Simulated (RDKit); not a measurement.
**C4H4Si (SMILES C#C[SiH2]C#C): levels of theory compared**

Aim: a comparison of 3 runs (MMFF94, UFF, extended Hückel) of C4H4Si. The job is set up through a Python script.

The calculation is run with RDKit 2026.09.1.

2 further runs of the same task are left out: 2 set aside as unsound or not needed.

## 1. The system as given

C4H4Si: 9 atoms, total charge 0, spin state singlet. SMILES: `C#C[SiH2]C#C`. Geometry: relaxed at PBE0-D4/def2-TZVP.

Bond lengths: C1–C2 1.205 Å, C2–Si3 1.821 Å, Si3–C4 1.821 Å, C4–C5 1.206 Å, C1–H6 1.066 Å, Si3–H7 1.481 Å, Si3–H8 1.481 Å, C5–H9 1.066 Å. Angles: C1–C2–Si3 179.3°, C2–Si3–C4 109.7°, Si3–C4–C5 179.3°, C2–C1–H6 179.8°, C2–Si3–H7 109.3°, C2–Si3–H8 109.3°, C4–Si3–H7 109.3°, C4–Si3–H8 109.3°, C4–C5–H9 179.8°, H7–Si3–H8 109.9°.

## 2. A single-point energy at MMFF94 (run 1)

Input file mol.xyz:

```xyz
9

C      1.986100    -0.068000     1.693000
C      1.245000    -0.318200     0.775800
Si     0.139500    -0.713800    -0.616400
C     -1.252900     0.459600    -0.648400
C     -2.180600     1.228700    -0.681700
H      2.639600     0.155600     2.505100
H      0.896100    -0.611400    -1.885800
H     -0.384600    -2.089300    -0.450100
H     -2.999800     1.910300    -0.708600
```

Input file ff.py:

```python
# MMFF94 energy with RDKit
import json
import numpy as np
from rdkit import Chem
from rdkit.Chem import AllChem
from rdkit.Chem import rdDetermineBonds

m = Chem.MolFromXYZFile("mol.xyz")
rdDetermineBonds.DetermineBonds(m, charge=0)
print("perceived SMILES:", Chem.MolToSmiles(Chem.RemoveHs(m)))
symbols = [a.GetSymbol() for a in m.GetAtoms()]
start = m.GetConformer().GetPositions().copy()

props = AllChem.MMFFGetMoleculeProperties(m, mmffVariant="MMFF94")
ff = AllChem.MMFFGetMoleculeForceField(m, props)
e = ff.CalcEnergy()
g = np.array(ff.CalcGrad()).reshape(-1, 3)
print(f"MMFF94 energy {e:.5f} kcal/mol, gradient norm {np.linalg.norm(g):.4f} kcal/mol/angstrom")
print("atom  type  charge   gradient")
for i, a in enumerate(symbols):
    print(f"{a:<2}{i + 1:<3} {props.GetMMFFAtomType(i):4d} {props.GetMMFFPartialCharge(i):8.4f}  " + " ".join(f"{c:9.4f}" for c in g[i]))
names = ["Bond", "Angle", "StretchBend", "Oop", "Torsion", "VdW", "Ele"]
terms = []
for name in names:
    for other in names:
        getattr(props, f"SetMMFF{other}Term")(other == name)
    terms.append(AllChem.MMFFGetMoleculeForceField(m, props).CalcEnergy())
    print(f"{name:<12} {terms[-1]:11.5f} kcal/mol")
json.dump(dict(symbols=symbols, start=start.tolist(), energy=e, gradient=g.tolist(), charges_other=[props.GetMMFFPartialCharge(i) for i in range(len(symbols))], atom_types=[str(props.GetMMFFAtomType(i)) for i in range(len(symbols))], energy_term_names=names, energy_terms=terms), open("results.json", "w"))
```

Started as:

```sh
$ python ff.py
```

What it wrote:

```text
perceived SMILES: C#C[SiH2]C#C
MMFF94 energy 21.12539 kcal/mol, gradient norm 51.3689 kcal/mol/angstrom
atom  type  charge   gradient
C 1      4  -0.1770     5.8009    1.4237    6.5906
C 2      4  -0.2940   -22.9026   -3.3880  -23.8730
Si3     19   0.9880    -2.1261   11.6177   10.0382
C 4      4  -0.2940    27.1060  -19.0162    4.5534
C 5      4  -0.1770    -7.2102    5.5200   -0.6932
H 6      5   0.1770    -0.0047    0.0050    0.0101
H 7      5  -0.2000    -0.2686    1.9956    1.6264
H 8      5  -0.2000    -0.4456    1.8765    1.7384
H 9      5   0.1770     0.0510   -0.0343    0.0092
Bond             0.74589 kcal/mol
Angle            0.27539 kcal/mol
StretchBend      0.31553 kcal/mol
Oop              0.00000 kcal/mol
Torsion          0.00000 kcal/mol
VdW             -0.35355 kcal/mol
Ele             20.14212 kcal/mol
```

Run time: 0.16 s. Hardware: 1 thread of Intel Xeon Platinum 8488C (Sapphire Rapids), shared host.

## 3. The energy at UFF (run 2)

mol.xyz is that of step 2.

Input file run.py:

```python
import json
import numpy as np
from rdkit import Chem
from rdkit.Chem import AllChem
from rdkit.Chem import rdDetermineBonds

mol = Chem.MolFromXYZFile("mol.xyz")
rdDetermineBonds.DetermineBonds(mol, charge=0)
print("perceived SMILES:", Chem.MolToSmiles(Chem.RemoveHs(mol)))
symbols = [a.GetSymbol() for a in mol.GetAtoms()]
start = mol.GetConformer().GetPositions().copy()

ff = AllChem.UFFGetMoleculeForceField(mol)
e = ff.CalcEnergy()
g = np.array(ff.CalcGrad()).reshape(-1, 3)
print(f"UFF energy {e:.5f} kcal/mol, gradient norm {np.linalg.norm(g):.4f} kcal/mol/angstrom")
json.dump(dict(symbols=symbols, start=start.tolist(), energy=e, gradient=g.tolist()), open("results.json", "w"))
```

Started as:

```sh
$ python run.py
```

What it wrote:

```text
perceived SMILES: C#C[SiH2]C#C
UFF energy -0.53516 kcal/mol, gradient norm 13.4825 kcal/mol/angstrom
```

Run time: 0.16 s. Hardware: 1 thread of Intel Xeon Platinum 8488C (Sapphire Rapids), shared host.

## 4. Energy and one-electron properties at extended Hückel (run 3)

mol.xyz is that of step 3.

Input file job.py:

```python
import json
import numpy as np
from rdkit import Chem
from rdkit.Chem import AllChem
from rdkit.Chem import rdDetermineBonds
from rdkit.Chem import rdEHTTools

mol = Chem.MolFromXYZFile("mol.xyz")
symbols = [a.GetSymbol() for a in mol.GetAtoms()]
start = mol.GetConformer().GetPositions().copy()

ok, res = rdEHTTools.RunMol(mol, keepOverlapAndHamiltonianMatrices=True)
if not ok:
    raise RuntimeError("the extended Hueckel run failed")
eps = np.array(res.GetOrbitalEnergies())
nel = res.numElectrons
homo = (nel + 1) // 2 - 1
print(f"{res.numOrbitals} orbitals, {nel} valence electrons, sum of one-electron energies {res.totalEnergy:.4f} eV")
for i in range(max(0, homo - 3), min(len(eps), homo + 6)):
    print(f"{i + 1:4d} {eps[i]:10.4f} eV", "(HOMO)" if i == homo else "(LUMO)" if i == homo + 1 else "")
q = np.array(res.GetAtomicCharges())
print("Mulliken charges:", " ".join(f"{a}{i + 1}={c:+.3f}" for i, (a, c) in enumerate(zip(symbols, q))))
op = res.GetReducedOverlapPopulationMatrix()
pairs = [(k, i, op[i * (i + 1) // 2 + k]) for i in range(len(symbols)) for k in range(i) if abs(op[i * (i + 1) // 2 + k]) > 0.1]
print("reduced overlap populations above 0.1")
for k, i, p in pairs:
    print(f"  {symbols[k]}{k + 1}-{symbols[i]}{i + 1} {p:7.3f}")
json.dump(dict(symbols=symbols, start=start.tolist(), energy=res.totalEnergy * 23.060548, homo=eps[homo], lumo=eps[homo + 1] if homo + 1 < len(eps) else None, orbital_energies=eps.round(4).tolist(), charges_mulliken=q.tolist(), bond_orders=[[k + 1, i + 1, round(p, 4)] for k, i, p in pairs], nel=nel), open("results.json", "w"))
```

Started as:

```sh
$ python job.py
```

What it wrote:

```text
24 orbitals, 24 valence electrons, sum of one-electron energies -420.1391 eV
   9   -13.5162 eV
  10   -13.4381 eV
  11   -13.4033 eV
  12   -13.3458 eV (HOMO)
  13    -7.3718 eV (LUMO)
  14    -7.3424 eV
  15    -7.0136 eV
  16    -6.9052 eV
  17     7.7574 eV
Mulliken charges: C1=-0.162 C2=-0.276 Si3=+1.097 C4=-0.276 C5=-0.162 H6=+0.113 H7=-0.223 H8=-0.223 H9=+0.113
reduced overlap populations above 0.1
  C1-C2   1.924
  C2-Si3   0.747
  Si3-C4   0.747
  C4-C5   1.924
  C1-H6   0.786
  Si3-H7   0.727
  Si3-H8   0.727
  C5-H9   0.787
```

Run time: 0.16 s. Hardware: 1 thread of Intel Xeon Platinum 8488C (Sapphire Rapids), shared host.

Atomic charges (e):

```
atom  Mulliken
  C1    -0.162
  C2    -0.276
 Si3    +1.097
  C4    -0.276
  C5    -0.162
  H6    +0.113
  H7    -0.223
  H8    -0.223
  H9    +0.113
```

## 5. The series

```
run            level        task  energy (Eh)  largest force (eV/Å)  wall time
  1           MMFF94      energy     0.033665                 1.449     0.16 s
  2              UFF      energy    -0.000853                 0.259     0.16 s
  3  extended Hückel  properties   -15.439825                     –     0.16 s
```

## 6. What came out

| quantity | value |
| --- | --- |
| run 3: sum of orbital energies | -15.43982 Eh |
| run 3: HOMO energy | -13.35 eV |
| run 3: LUMO energy | -7.37 eV |
| run 3: HOMO–LUMO gap | 5.97 eV |

Force-field and semi-empirical energies have zeros of their own, so their totals don't compare. All runs together took 0.48 s, the longest 0.16 s.
